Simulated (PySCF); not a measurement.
# C₃H₄BNO₂S: runs on many settings, part 2 of 2

PySCF 2.14.0. Atoms count from 0.

### Step 6. Indirect couplings: B3LYP/aug-pcSseg-1

What the job is given:

```
{"job": {"kind": "j", "xc": "B3LYP", "basis": "aug-pcSseg-1", "scf": {"guess": "vsap"}}, "charge": 0, "multiplicity": 1}
O      2.354500     0.967744     0.005657
B      1.461187    -0.051010    -0.040692
O      1.896007    -1.323464    -0.133900
C     -0.092364     0.220972     0.013876
C     -1.130828    -0.744789    -0.027144
C     -2.349826    -0.143456     0.044761
S     -2.141761     1.553759     0.154805
N     -0.517130     1.465687     0.109339
H      1.954251     1.835207     0.068980
H      2.850551    -1.402378    -0.160279
H     -0.954878    -1.800583    -0.102929
H     -3.328509    -0.578376     0.041501
```

Method: B3LYP/aug-pcSseg-1 indirect spin-spin coupling, non-relativistic, gas phase.

Output:

```text
final grid: 111480 points
cycle   1  E = -702.3654273436  dE =  4.043e+01  |g| = 9.299e+00  |ddm| = 1.597e+03
cycle   2  E = -639.0975606187  dE =  6.327e+01  |g| = 1.704e+01  |ddm| = 1.589e+03
cycle   3  E = -716.9279249374  dE = -7.783e+01  |g| = 9.391e+00  |ddm| = 7.692e+01
cycle   4  E = -730.5747723894  dE = -1.365e+01  |g| = 5.969e+00  |ddm| = 3.660e+01
cycle   5  E = -734.4174961626  dE = -3.843e+00  |g| = 4.947e+00  |ddm| = 3.153e+01
cycle   6  E = -743.7143661910  dE = -9.297e+00  |g| = 2.523e+00  |ddm| = 1.282e+01
cycle   7  E = -744.6802624830  dE = -9.659e-01  |g| = 1.206e+00  |ddm| = 7.273e+00
cycle   8  E = -744.9448683144  dE = -2.646e-01  |g| = 6.906e-01  |ddm| = 2.822e+00
cycle   9  E = -745.0380812272  dE = -9.321e-02  |g| = 3.769e-01  |ddm| = 1.825e+00
cycle  10  E = -745.0639211298  dE = -2.584e-02  |g| = 1.547e-01  |ddm| = 9.060e-01
cycle  11  E = -745.0697586030  dE = -5.837e-03  |g| = 3.075e-02  |ddm| = 3.980e-01
cycle  12  E = -745.0699356775  dE = -1.771e-04  |g| = 1.348e-02  |ddm| = 7.031e-02
cycle  13  E = -745.0699775769  dE = -4.190e-05  |g| = 3.240e-03  |ddm| = 2.795e-02
cycle  14  E = -745.0699802141  dE = -2.637e-06  |g| = 7.253e-04  |ddm| = 7.925e-03
cycle  15  E = -745.0699803008  dE = -8.672e-08  |g| = 3.849e-04  |ddm| = 1.811e-03
cycle  16  E = -745.0699803339  dE = -3.307e-08  |g| = 8.764e-05  |ddm| = 7.881e-04
cycle  17  E = -745.0699803357  dE = -1.807e-09  |g| = 4.015e-05  |ddm| = 3.063e-04
cycle  18  E = -745.0699803360  dE = -3.365e-10  |g| = 1.727e-05  |ddm| = 1.256e-04
converged SCF energy = -745.0699803360

Indirect spin-spin couplings (Hz)
  i      j    bonds     total        FC       PSO       DSO        SD
  0 O    1 B    1    -20.420   -25.610     5.529    -0.153    -0.186
  0 O    3 C    2     -0.419    -0.455     0.050    -0.014         -
  0 O    4 C    3     -0.600    -0.239    -0.394     0.032         -
  0 O    7 N    3      0.222     0.064    -0.017     0.010     0.165
  0 O    8 H    1    -97.583   -86.355   -10.851    -0.377         -
  0 O    9 H    3     -0.823    -1.333     0.553    -0.043         -
  1 B    2 O    1    -21.367   -26.210     5.201    -0.150    -0.208
  1 B    3 C    1    111.739   111.915    -1.117     0.451     0.490
  1 B    4 C    2      7.694     7.452     0.108     0.059     0.074
  1 B    5 C    3      2.525     2.539     0.050    -0.053    -0.011
  1 B    6 S    3      3.778     3.021     0.487    -0.020     0.290
  1 B    7 N    2     -8.296    -8.129    -0.054    -0.037    -0.077
  1 B    8 H    2      3.150     4.544    -0.555    -0.769    -0.070
  1 B    9 H    2     -0.146     1.179    -0.378    -0.867    -0.081
  1 B   10 H    3      0.472     0.492    -0.146     0.140    -0.013
  2 O    3 C    2    -15.312   -15.267    -0.014    -0.030         -
  2 O    4 C    3      0.474     0.480     0.017    -0.023         -
  2 O    5 C    4      0.177     0.177    -0.021     0.021         -
  2 O    7 N    3      2.297     1.937     0.215    -0.012     0.157
  2 O    8 H    3     -1.542    -1.905    -0.071     0.434         -
  2 O    9 H    1    -93.433   -81.428   -11.642    -0.364         -
  2 O   10 H    4     -0.292    -0.256     0.121    -0.157         -
  3 C    4 C    1     71.787    77.192    -5.717     0.312         -
  3 C    5 C    2     -1.994    -1.649    -0.383     0.038         -
  3 C    6 S    2     -3.775    -2.339    -1.429    -0.006         -
  3 C    7 N    1     -9.232   -14.840     6.715    -0.125    -0.982
  3 C    8 H    3      1.382     1.475    -0.353     0.261         -
  3 C    9 H    3      7.382     7.489     0.402    -0.510         -
  3 C   10 H    2      4.753     5.710    -0.798    -0.159         -
  3 C   11 H    3      7.770     8.078     0.186    -0.495         -
  4 C    5 C    1     97.570   104.870    -7.564     0.264         -
  4 C    6 S    2      2.957     3.183    -0.220    -0.005         -
  4 C    7 N    2      3.754     2.986     0.322    -0.001     0.447
  4 C    8 H    4      0.456     0.407     0.284    -0.235         -
  4 C    9 H    4     -0.392    -0.353     0.371    -0.409         -
  4 C   10 H    1    171.968   170.744     0.234     0.990         -
  4 C   11 H    2      1.945     3.038    -0.659    -0.433         -
  5 C    6 S    1    -17.532    -9.986    -7.591     0.045         -
  5 C    7 N    2     -2.775    -3.810     2.025     0.004    -0.995
  5 C   10 H    2      5.571     6.733    -0.798    -0.363         -
  5 C   11 H    1    186.807   185.836     0.001     0.970         -
  6 S    7 N    1     21.420    15.918     5.614    -0.019    -0.092
  6 S    9 H    5      0.166     0.176     0.092    -0.103         -
  6 S   10 H    3      2.529     2.580     0.102    -0.153         -
  6 S   11 H    2      6.725     8.086    -1.276    -0.085         -
  7 N    8 H    4      0.647     0.596     0.298    -0.295     0.047
  7 N    9 H    4     -1.118    -1.162    -0.123     0.152     0.016
  7 N   10 H    3     -1.914    -2.113    -0.057     0.216     0.039
  7 N   11 H    3      1.432     0.982     0.230     0.251    -0.030
  8 H    9 H    4     -0.578    -0.104     2.600    -3.074         -
  8 H   11 H    6     -0.297    -0.056     0.823    -1.065         -
  9 H   11 H    6     -0.217    -0.050     1.102    -1.269         -
 10 H   11 H    3      4.023     4.196     0.768    -0.941         -
```

It took 95 s on 1 thread of Intel Xeon at 2.70GHz, shared host; peak memory 1 GiB.

This basis has no tight s functions, so the Fermi-contact terms are rough.

Couplings of 1 Hz or more, nine at most for each number of bonds, with means over like pairs (isotopes 11B, 13C, 1H, 15N, 17O, 33S):

| pair | bonds | J (Hz) | Fermi contact (Hz) | dihedral (°) |
| --- | --- | --- | --- | --- |
| C5–H11 | 1 | 186.8 | 185.8 | – |
| C4–H10 | 1 | 172.0 | 170.7 | – |
| B1–C3 | 1 | 111.7 | 111.9 | – |
| C4–C5 | 1 | 97.6 | 104.9 | – |
| O0–H8 | 1 | -95.5 | -83.9 | – |
| C3–C4 | 1 | 71.8 | 77.2 | – |
| S6–N7 | 1 | 21.4 | 15.9 | – |
| O0–B1 | 1 | -20.9 | -25.9 | – |
| C5–S6 | 1 | -17.5 | -10.0 | – |
| B1–N7 | 2 | -8.3 | -8.1 | – |
| O0–C3 | 2 | -7.9 | -7.9 | – |
| B1–C4 | 2 | 7.7 | 7.5 | – |
| S6–H11 | 2 | 6.7 | 8.1 | – |
| C5–H10 | 2 | 5.6 | 6.7 | – |
| C3–H10 | 2 | 4.8 | 5.7 | – |
| C3–S6 | 2 | -3.8 | -2.3 | – |
| C4–N7 | 2 | 3.8 | 3.0 | – |
| C4–S6 | 2 | 3.0 | 3.2 | – |
| C3–H11 | 3 | 7.8 | 8.1 | -180 |
| C3–H8 | 3 | 4.4 | 4.5 | – |
| H10–H11 | 3 | 4.0 | 4.2 | 0 |
| B1–S6 | 3 | 3.8 | 3.0 | -180 |
| S6–H10 | 3 | 2.5 | 2.6 | 180 |
| B1–C5 | 3 | 2.5 | 2.5 | 180 |
| N7–H10 | 3 | -1.9 | -2.1 | -180 |
| N7–H11 | 3 | 1.4 | 1.0 | 180 |
| O0–N7 | 3 | 1.3 | 1.0 | – |

The spin-dipole term was solved for some atoms only; pairs without it lack that part.

The response was solved for the nuclei of B, C, H, N alone, so couplings that need other nuclei can be missing.

Quadrupole couplings from the field gradients of the same density:

| atom | isotope | eQq/h (MHz) | η |
| --- | --- | --- | --- |
| S6 | 33S | -34.7 | 0.44 |
| O2 | 17O | -8.116 | 0.12 |
| O0 | 17O | -7.717 | 0.16 |
| N7 | 14N | -4.630 | 0.30 |
| B1 | 11B | 3.260 | 0.27 |

Shifts (PBE0/pcSseg-1, scaled to CDCl3 for protons on carbon, raw for the others) and these couplings together give the proton spectrum at 500 MHz below. Couplings to quadrupolar nuclei are left out.

¹H NMR δ 8.16 (d, J = 4.0 Hz, 1H), 7.66 (d, J = 4.0 Hz, 1H), 5.25 (br s, 2H).

### Step 7. Run by run: NMR shifts

Shifts (ppm) of some atoms, chosen among heavy atoms and hydrogens apart, means over like atoms, with basis size and wall time:

| run | C3 | C5 | C4 | H11 | H8 | O0 | N7 | functions | time |
| --- | --- | --- | --- | --- | --- | --- | --- | --- | --- |
| PBE0/pcSseg-1 | 173.2 | 156.7 | 133.9 | 8.54 | 5.25 | 112.5 | 361.1 | 163 | 78 s |
| PBE0/aug-cc-pVDZ | 165.5 | 150.0 | 125.5 | 8.86 | 4.90 | 99.0 | 333.7 | 224 | 30 s |

### Step 8. Outcome

This closing draws on all 2 parts.

```
                                                               quantity                                            value
                                 ¹³C shifts against TMS (PBE0/pcSseg-1)                          173.2, 156.7, 133.9 ppm
 ¹H shifts against TMS (PBE0/pcSseg-1, means over atoms taken as alike)                             8.54, 8.02, 5.25 ppm
¹⁷O shifts against H2O (PBE0/pcSseg-1, means over atoms taken as alike)                                        112.5 ppm
                            ¹¹B shifts against BF3·OEt2 (PBE0/pcSseg-1)                                         22.3 ppm
                                 ³³S shifts against CS2 (PBE0/pcSseg-1)                                          417 ppm
                                 ¹⁵N shifts against NH3 (PBE0/pcSseg-1)                                        361.1 ppm
                                       lowest singlet (PBE/aug-cc-pVDZ)                      5.03 eV (246 nm), f = 0.002
                               brightest single state of those computed                      state 2, 5.26 eV, f = 0.107
                                                         lowest triplet                                          4.05 eV
                     largest coupling of the table (B3LYP/aug-pcSseg-1)                         ¹J(C,H) C5–H11, 186.8 Hz
                                               range of the shift of N7                               333.7 to 361.1 ppm
                                          property runs in this session  5, of which 1 failed and 0 gave unsound results
```

In words: Single values in the summary come from the first run of each kind that ended normally (PBE0/pcSseg-1; PBE/aug-cc-pVDZ; B3LYP/aug-pcSseg-1), which need not be the best level. At PBE0/pcSseg-1: The largest span, 585 ppm, is at N7, where the paramagnetic term is -421 ppm. NICS(1)zz of -31 ppm above the planar ring from C3 marks a diatropic (aromatic) ring current. The first singlet state (HOMO−2→LUMO 0.99) lies at 5.03 eV and is weak; of the 6 states computed, the strongest absorption comes from state 2 at 5.26 eV. The lowest triplet lies 0.98 eV below the lowest singlet (triplets in Tamm-Dancoff, singlets in full TDDFT). In the run at B3LYP/aug-pcSseg-1, the largest coupling of the table is C5–H11, 186.8 Hz, of which the Fermi-contact term gives 185.8 Hz. Couplings across rotatable bonds belong to this one conformer; where others are populated, the observed values are averages. Among the atoms with a shift in every run: Across the 2 runs the shift of N7 moves most, between 333.7 (PBE0/aug-cc-pVDZ) and 361.1 ppm (PBE0/pcSseg-1). Couplings from bases without tight functions are rough.
